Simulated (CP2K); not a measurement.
# PM3 run of CH3BBrFSi (SMILES FB1C[SiH]1Br)

Aim: the energy change on altering one bond length of CH3BBrFSi at PM3, from 2 runs. 

The calculation is run with CP2K 2026.2.

6 further runs of the same task are left out: 3 that didn't finish, 3 set aside as unsound or not needed.

## Step 1: Starting point

The species is CH3BBrFSi (8 atoms), meant as a singlet with charge 0. As SMILES, `FB1C[SiH]1Br`. The shape is that of a PBE0-D4/def2-TZVP optimisation.

Bond lengths: F1–B2 1.310 Å, B2–C3 1.517 Å, B2–Si4 1.931 Å, C3–Si4 1.951 Å, Si4–Br5 2.215 Å, C3–H6 1.088 Å, C3–H7 1.097 Å, Si4–H8 1.479 Å. Some angles: F1–B2–C3 135.4°, F1–B2–Si4 146.2°, C3–B2–Si4 67.7°, B2–C3–Si4 66.3°, B2–Si4–C3 46.0°, B2–Si4–Br5 121.3°, C3–Si4–Br5 121.8°, B2–C3–H6 126.0°, B2–C3–H7 114.9°, Si4–C3–H6 136.7°.

## Step 2: Energy and gradient at PM3

Input file job.inp:

```
&FORCE_EVAL
 METHOD QUICKSTEP
 &DFT
  CHARGE 0
  MULTIPLICITY 1
  &QS
   METHOD PM3
   EPS_DEFAULT 1.0E-10
   &SE
    &COULOMB
     CUTOFF [angstrom] 50
     RC_RANGE [angstrom] 0
    &END COULOMB
    &EXCHANGE
     CUTOFF [angstrom] 50
     RC_RANGE [angstrom] 0
    &END EXCHANGE
   &END SE
  &END QS
  &POISSON
   PERIODIC NONE
   POISSON_SOLVER ANALYTIC
  &END POISSON
  &SCF
   SCF_GUESS ATOMIC
   EPS_SCF 1.0E-06
   MAX_SCF 150
   ADDED_MOS 4
   &DIAGONALIZATION
    ALGORITHM STANDARD
   &END DIAGONALIZATION
   &MIXING
    METHOD DIRECT_P_MIXING
    ALPHA 0.4
   &END MIXING
  &END SCF
  &PRINT
   &MOMENTS
    PERIODIC F
    REFERENCE COM
    MAX_MOMENT 1
   &END MOMENTS
   &MO ON
    ENERGIES T
    OCCUPATION_NUMBERS T
    NDIGITS 6
    &EACH
     QS_SCF 0
    &END EACH
    ADD_LAST NUMERIC
   &END MO
   &HIRSHFELD OFF
   &END HIRSHFELD
  &END PRINT
 &END DFT
 &SUBSYS
  &CELL
   ABC [angstrom] 13.5 12.3 14.1
   PERIODIC NONE
  &END CELL
  &COORD
   F     -1.060400    -0.958600     1.991100
   B     -0.368500    -0.705200     0.907500
   C      0.780600     0.219300     0.551200
   Si    -0.425600    -0.143400    -0.938900
   Br    -1.899300     1.353600    -1.640200
   H      1.098300     1.092200     1.118300
   H      1.630300    -0.268400     0.057200
   H      0.336800    -0.646700    -2.102000
  &END COORD
  &TOPOLOGY
   &CENTER_COORDINATES
   &END CENTER_COORDINATES
  &END TOPOLOGY
 &END SUBSYS
 &PRINT
  &FORCES ON
  &END FORCES
 &END PRINT
&END FORCE_EVAL

&GLOBAL
 PROJECT_NAME job
 RUN_TYPE ENERGY_FORCE
 PRINT_LEVEL MEDIUM
&END GLOBAL
```

Started as:

```sh
$ OMP_NUM_THREADS=1 cp2k.psmp -i job.inp > job.out 2>&1
```

Log:

```text
CP2K| version string:                                       CP2K version 2026.2
[...]
 GLOBAL| Method name                                                        CP2K
[...]
 GLOBAL| Run type                                                   ENERGY_FORCE
[...]
                             - Atoms:                                          8
[...]
                             - Spherical basis functions:                     23
[...]
 Number of electrons:                                                         28
[...]
     1 P_Mix/Diag. 0.40E+00    0.0     0.70600287       -35.6996008534 -3.57E+01
[...]
    22 DIIS/Diag.  0.17E-06    0.0     0.00000058       -40.0595030204 -1.74E-12
  *** SCF run converged in    22 steps ***
  Core-core repulsion energy [eV]:                           1499.01671776909870
  Core Hamiltonian energy [eV]:                             -1827.27095116369560
  Two-electron integral energy [eV]:                        -1523.64056079089005
  Electronic energy [eV]:                                   -2589.09123155914040
  Total energy [eV]:                                        -1090.07451379004215
  Atomic reference energy [eV]:                              1087.15700061139319
  Heat of formation [kcal/mol]:                               -67.27945753696541
[...]
 SE_DIPOLE| Moment [Debye]         -2.72015105       1.86926253      -0.11752217
 SE_DIPOLE| Derivative [a.u.]       0.00000000       0.00000000       0.00000000
 ENERGY| Total FORCE_EVAL ( QS ) energy [hartree]            -40.059503020365639
 FORCES| Atomic forces [hartree/bohr]
 FORCES|   Atom     x               y               z               |f|
 FORCES|      1 -1.08131960E-03 -4.72031489E-03  1.12084859E-02   1.22098641E-02
 FORCES|      2 -1.02626779E-02  1.37614849E-03 -1.54956931E-02   1.86368680E-02
 FORCES|      3 -5.69512281E-03  3.87734583E-03 -3.90584346E-02   3.96614365E-02
 FORCES|      4  1.30626735E-02  1.29060494E-02  2.50125794E-02   3.10294808E-02
 FORCES|      5  3.10476685E-03 -4.53670686E-03  3.64789199E-03   6.59760580E-03
 FORCES|      6 -6.29398391E-03 -4.50221715E-03  5.31623041E-04   7.75672713E-03
 FORCES|      7  1.10408024E-02 -1.70037350E-03  1.44284844E-02   1.82475135E-02
 FORCES|      8 -3.87513851E-03 -2.69993135E-03 -2.74937032E-04   4.73095320E-03
 FORCES| Sum     2.15105711E-16 -4.85722573E-16  2.22044605E-16
 FORCES| Total atomic force                                       5.75760967E-16
[...]
```

Run time: 0.26 s. Hardware: 1 thread of Arm Neoverse V1, shared host.

## Step 3: The distorted shape, same level

Input file calc.inp:

```
&force_eval
  method QUICKSTEP
  &dft
    &qs
      method PM3
      eps_default 1.0E-10
      &se
        &coulomb
          cutoff [angstrom] 50
          rc_range [angstrom] 0
        &end
        &exchange
          cutoff [angstrom] 50
          rc_range [angstrom] 0
        &end
      &end
    &end
    &poisson
      periodic NONE
      poisson_solver ANALYTIC
    &end
    &scf
      scf_guess ATOMIC
      eps_scf 1.0E-06
      max_scf 150
      added_mos 4
      &diagonalization
        algorithm STANDARD
      &end
      &mixing
        method DIRECT_P_MIXING
        alpha 0.4
      &end
    &end
    &print
      &moments
        periodic F
        reference COM
        max_moment 1
      &end
      &mo ON
        energies T
        occupation_numbers T
        ndigits 6
        &each
          qs_scf 0
        &end
        add_last NUMERIC
      &end
      &hirshfeld OFF
      &end
    &end
  &end
  &subsys
    &cell
      abc 13.5 12.4 14.5
      periodic NONE
    &end
    &coord
      F     -1.302550    -1.047284     2.370336
      B     -0.368500    -0.705200     0.907500
      C      0.780600     0.219300     0.551200
      Si    -0.425600    -0.143400    -0.938900
      Br    -1.899300     1.353600    -1.640200
      H      1.098300     1.092200     1.118300
      H      1.630300    -0.268400     0.057200
      H      0.336800    -0.646700    -2.102000
    &end
    &topology
      &center_coordinates
      &end
    &end
  &end
  &print
    &forces ON
    &end
  &end
&end

&global
  project_name calc
  run_type ENERGY_FORCE
  print_level MEDIUM
&end
```

Started as:

```sh
$ OMP_NUM_THREADS=1 cp2k.psmp -i calc.inp -o calc.out
```

Log:

```text
CP2K| version string:                                       CP2K version 2026.2
[...]
 GLOBAL| Method name                                                        CP2K
[...]
 GLOBAL| Run type                                                   ENERGY_FORCE
[...]
                             - Atoms:                                          8
[...]
                             - Spherical basis functions:                     23
[...]
 Number of electrons:                                                         28
[...]
     1 P_Mix/Diag. 0.40E+00    0.0     0.70755540       -35.9314420110 -3.59E+01
[...]
    23 DIIS/Diag.  0.16E-06    0.0     0.00000088       -39.9732265393 -2.03E-12
  *** SCF run converged in    23 steps ***
  Core-core repulsion energy [eV]:                           1428.05564305890061
  Core Hamiltonian energy [eV]:                             -1837.03945502487909
  Two-electron integral energy [eV]:                        -1357.48599876039839
  Electronic energy [eV]:                                   -2515.78245440507817
  Total energy [eV]:                                        -1087.72681134617756
  Atomic reference energy [eV]:                              1087.15700061139319
  Heat of formation [kcal/mol]:                               -13.14014874571514
[...]
 SE_DIPOLE| Moment [Debye]         -3.73507723       1.28765352       2.06886894
 SE_DIPOLE| Derivative [a.u.]       0.00000000       0.00000000       0.00000000
 ENERGY| Total FORCE_EVAL ( QS ) energy [hartree]            -39.973226539308214
 FORCES| Atomic forces [hartree/bohr]
 FORCES|   Atom     x               y               z               |f|
 FORCES|      1  7.52696738E-02  2.58976778E-02 -1.11269029E-01   1.36810125E-01
 FORCES|      2 -7.90846309E-02 -2.51864895E-02  1.04362971E-01   1.33343046E-01
 FORCES|      3 -1.19613511E-02 -7.94023906E-04 -3.68104095E-02   3.87131844E-02
 FORCES|      4  1.16733374E-02  1.44675823E-02  2.36629686E-02   3.00917568E-02
 FORCES|      5  3.36414687E-03 -5.06781570E-03  3.79077491E-03   7.16730176E-03
 FORCES|      6 -6.46526977E-03 -4.55661771E-03  1.65132694E-03   8.08018309E-03
 FORCES|      7  1.13362027E-02 -1.56316362E-03  1.42811144E-02   1.83003606E-02
 FORCES|      8 -4.13210903E-03 -3.19714961E-03  3.30282097E-04   5.23499541E-03
 FORCES| Sum     5.27355937E-16  8.60422844E-16  6.93889390E-17
 FORCES| Total atomic force                                       1.01155651E-15
[...]
```

It took 0.26 s on 1 thread of Arm Neoverse V1, shared host.

## Step 4: What came out

Level: PM3.

| quantity | value |
| --- | --- |
| first shape: total energy | -40.05950 Eh |
| first shape: dipole moment | 3.30 D |
| first shape: HOMO energy | -9.34 eV |
| first shape: LUMO energy | -1.79 eV |
| first shape: HOMO–LUMO gap | 7.54 eV |
| first shape: heat of formation at this unrelaxed shape | -67.3 kcal/mol |
| first shape: largest force on an atom | 2.039 eV/Å |
| distorted shape: total energy | -39.97323 Eh |
| distorted shape: dipole moment | 4.46 D |
| distorted shape: HOMO energy | -9.72 eV |
| distorted shape: LUMO energy | -2.11 eV |
| distorted shape: HOMO–LUMO gap | 7.61 eV |
| distorted shape: heat of formation at this unrelaxed shape | -13.1 kcal/mol |
| distorted shape: largest force on an atom | 7.035 eV/Å |
| energy change with the F1–B2 bond stretched from 1.310 to 1.769 Å | 2.348 eV |

In words: With the F1–B2 bond stretched from 1.310 to 1.769 Å the energy rises by 2.35 eV (54 kcal/mol). The first shape isn't relaxed at this level, so the change isn't measured from a minimum. The largest force (first shape) is 2.04 eV/Å: the shape isn't a stationary point for this species at this level.
